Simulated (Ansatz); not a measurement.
# Zn3MoAs3: the cost of one run

Program: Ansatz 0.2.0. Level of theory: DFT PBE, scalar-relativistic, plane waves, PAW. These are calculated values, not measurements.

## 1. The starting structure

The structure is cubic, space group Pm-3m (No. 221). Conventional cell: a = 5.198 Å, b = 5.198 Å, c = 5.198 Å, α = 90.00°, β = 90.00°, γ = 90.00°. Zn (site symmetry 4/mmm) is surrounded by 2 Mo at 2.60 Å and 4 As at 2.60 Å. Around Mo (site symmetry m-3m) lie 6 Zn at 2.60 Å. As (site symmetry 4/mmm) is surrounded by 4 Zn at 2.60 Å.

As a file:

```cif
data_structure
_symmetry_space_group_name_H-M 'Pm-3m'
_symmetry_Int_Tables_number 221
_cell_length_a 5.1983
_cell_length_b 5.1983
_cell_length_c 5.1983
_cell_angle_alpha 90.000
_cell_angle_beta 90.000
_cell_angle_gamma 90.000
_cell_volume 140.47
loop_
_atom_site_label
_atom_site_type_symbol
_atom_site_symmetry_multiplicity
_atom_site_Wyckoff_symbol
_atom_site_fract_x
_atom_site_fract_y
_atom_site_fract_z
_atom_site_occupancy
Zn1 Zn 3 c 0.00000 0.50000 0.50000 1
Mo1 Mo 1 b 0.50000 0.50000 0.50000 1
As1 As 3 d 0.50000 0.00000 0.00000 1
```

Recipe of the guess: random cell by space group and Wyckoff sites (Pm-3m, No. 221). The dimensions are guesses.

## 2. Probe: one point on a coarse mesh

File input.yaml:

```yaml
crystal:
  lattice:
    - [5.19831257, 0.0, 0.0]
    - [0.0, 5.19831257, 0.0]
    - [0.0, 0.0, 5.19831257]
  atoms:
    - { symbol: Zn, position: [0.0, 0.5, 0.5] }
    - { symbol: Zn, position: [0.5, 0.0, 0.5] }
    - { symbol: Zn, position: [0.5, 0.5, 0.0] }
    - { symbol: Mo, position: [0.5, 0.5, 0.5] }
    - { symbol: As, position: [0.5, 0.0, 0.0] }
    - { symbol: As, position: [0.0, 0.5, 0.0] }
    - { symbol: As, position: [0.0, 0.0, 0.5] }
basis:
  ecutwfc: 420
kpoints:
  mp_grid: { grid: [4, 4, 4] }
hamiltonian:
  xc: pbe
scf:
  occupations: { method: gaussian, width: 0.1 }
  lower_state_search: "off"
output:
  forces: true
  stress: true
  eigenvalues: true
```

The run is started by

```bash
$ ansatz run input.yaml --threads 1 --pin off --max-ram 2048MiB --backend cpu --events-out ev --progress --plain --runs-dir out
```

Q: Estimate wall time and peak memory on 1 thread of Arm Neoverse V2, shared host.

About 5.2 s, with a peak of 0.42 GiB.
